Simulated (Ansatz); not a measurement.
# F4H3NSi: the cost of one run

Program: Ansatz 0.2.0, Gaussian basis. Level of theory: PBE0-D4/def2-SVP. These are calculated values, not measurements.

### 1 Starting geometry

The start, a first-order saddle point found at PBE0-D4 in triple zeta: 9 atoms, charge 0, spin multiplicity 1.

Atoms are counted from 1 here; the program's logs count them from 0.

Bond lengths: Si1–F3 1.572 Å, Si1–F4 1.572 Å, Si1–F5 1.599 Å, Si1–N7 1.800 Å, F2–H6 1.138 Å, H6–N7 1.283 Å, N7–H8 1.013 Å, N7–H9 1.013 Å. Angles: F3–Si1–F4 120.0°, F3–Si1–F5 100.2°, F3–Si1–N7 115.5°, F4–Si1–F5 100.2°, F4–Si1–N7 115.6°, F5–Si1–N7 99.7°, F2–H6–N7 136.2°, Si1–N7–H6 80.8°, Si1–N7–H8 114.4°, Si1–N7–H9 114.4°, H6–N7–H8 118.1°, H6–N7–H9 118.1°, H8–N7–H9 108.8°.

As a file:

```mol
F4H3NSi
  3D, bonds by distance, orders not assigned

  9  8  0  0  0  0  0  0  0  0999 V2000
   -0.7033    0.3479   -0.0571 Si  0  0
   -0.3529   -1.5719   -0.7456 F   0  0
   -1.0656    0.6572   -1.5554 F   0  0
   -1.7595   -0.3433    0.8801 F   0  0
   -0.7137    1.8279    0.5481 F   0  0
    0.6212   -1.1798   -0.3073 H   0  0
    1.0147   -0.0930    0.2505 N   0  0
    1.2702   -0.1246    1.2305 H   0  0
    1.6888    0.4796   -0.2439 H   0  0
  1  3  8  0
  1  4  8  0
  1  5  8  0
  1  7  8  0
  2  6  8  0
  6  7  8  0
  7  8  8  0
  7  9  8  0
M  END
```

### 2 Dynamics

Contents of md/in.yaml:

```yaml
crystal:
  periodic: [false, false, false]
  atoms:
    - {symbol: Si, position_ang: [-0.703262, 0.347948, -0.057095]}
    - {symbol: F, position_ang: [-0.352907, -1.571909, -0.745593]}
    - {symbol: F, position_ang: [-1.065591, 0.657222, -1.555355]}
    - {symbol: F, position_ang: [-1.759478, -0.343339, 0.880058]}
    - {symbol: F, position_ang: [-0.713707, 1.827902, 0.548112]}
    - {symbol: H, position_ang: [0.621197, -1.179812, -0.307317]}
    - {symbol: N, position_ang: [1.014723, -0.093043, 0.250474]}
    - {symbol: H, position_ang: [1.270242, -0.124580, 1.230491]}
    - {symbol: H, position_ang: [1.688785, 0.479612, -0.243876]}
basis:
  gaussian: {orbitals: def2-SVP}
hamiltonian: {xc: pbe0, dispersion: d4}
md: {n_steps: 80, timestep: 0.5, temperature: 200, ensemble: nvt_langevin, seed: 402, friction: 0.002, initial_velocities: maxwell_boltzmann}
```

Run with:

```
> ansatz run in.yaml --threads 8 --pin off --events-out ev --progress --plain --max-ram 19148MiB
```

**Question.** How long does this run take on 8 threads of Arm Neoverse V2, shared host?

About 64 s.
